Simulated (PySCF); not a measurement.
**The bond of RbSr, level by level**

An exercise on one series of results from a longer session: the logs are not shown, and one member is left open.

The runs use PySCF 2.14.0; Rb def2-SVP with ECP28, Sr def2-SVP with ECP28, scalar-relativistic core potentials.

Set-up of the first run:

A driver script around PySCF takes these settings:

* atoms: Rb, Sr
* charge: 0
* basis: Rb def2-SVP with ECP28, Sr def2-SVP with ECP28
* Hamiltonian: scalar-relativistic core potentials
* basis functions: 47
* electrons treated: 19
* masses in u: 84.9118, 87.9056
* levels: PBE0, PBE, r²SCAN, BP86, revPBE, M06-2X, HF, MP2, SCS-MP2, CCSD, CCSD(T)
* grid: 80 radial by 434 angular points
* occupations: held fixed by the projection of orbital angular momentum
* dissociation limit: Rb + Sr, each in its ground configuration
* starting distance in angstrom: 3.770
* values of 2S to try: 1, 3

Run with:

```
OMP_NUM_THREADS=1 python dia.py task.json out
```

Among the steps run: The job; PBE0 along the bond; Higher solutions at PBE0; PBE; r²SCAN (meta-GGA); BP86; revPBE (GGA); M06-2X (hybrid meta-GGA); ROHF; MP2 and coupled cluster.

One table of the session follows, with a row left open; its other results are not shown here.

It belongs to the step «The curves together». Energy (eV) from each level's lowest point:

```
R (Å)   ROHF  ROHF-MP2  ROHF-SCS-MP2  ROHF-CCSD  ROHF-CCSD(T)
4.054  0.297     0.152         0.167        n/a           n/a
4.243  0.204     0.090         0.102      0.087         0.079
4.431  0.139     0.050         0.058      0.046         0.041
4.573  0.103     0.029         0.036      0.026         0.022
4.714  0.075     0.015         0.020      0.013         0.010
4.855      ?         ?             ?          ?             ?
5.044  0.034     0.001         0.002      0.000         0.000
5.280  0.018     0.000         0.000      0.001         0.003
5.562  0.007     0.005         0.003      0.007         0.011
5.940  0.000     0.015         0.011        n/a           n/a
```

**Question.** Estimate the row for R (Å) = 4.855.

Worked estimate for «ROHF». A straight line through the neighbours (4.714, 0.075) and (5.044, 0.034) gives 0.075 + (0.034 − 0.075) × (4.855 − 4.714) / (5.044 − 4.714) = 0.057; a parabola fitted to 4 rows on both sides gives 0.055.

The run gave: ROHF: 0.054; ROHF-MP2: 0.006; ROHF-SCS-MP2: 0.010; ROHF-CCSD: 0.005; ROHF-CCSD(T): 0.003. In «ROHF» the line misses by +0.003 and the parabola by +0.001.

To keep in mind: The bond is weak, and basis-set superposition, which was not computed, may be a sizeable part of it.
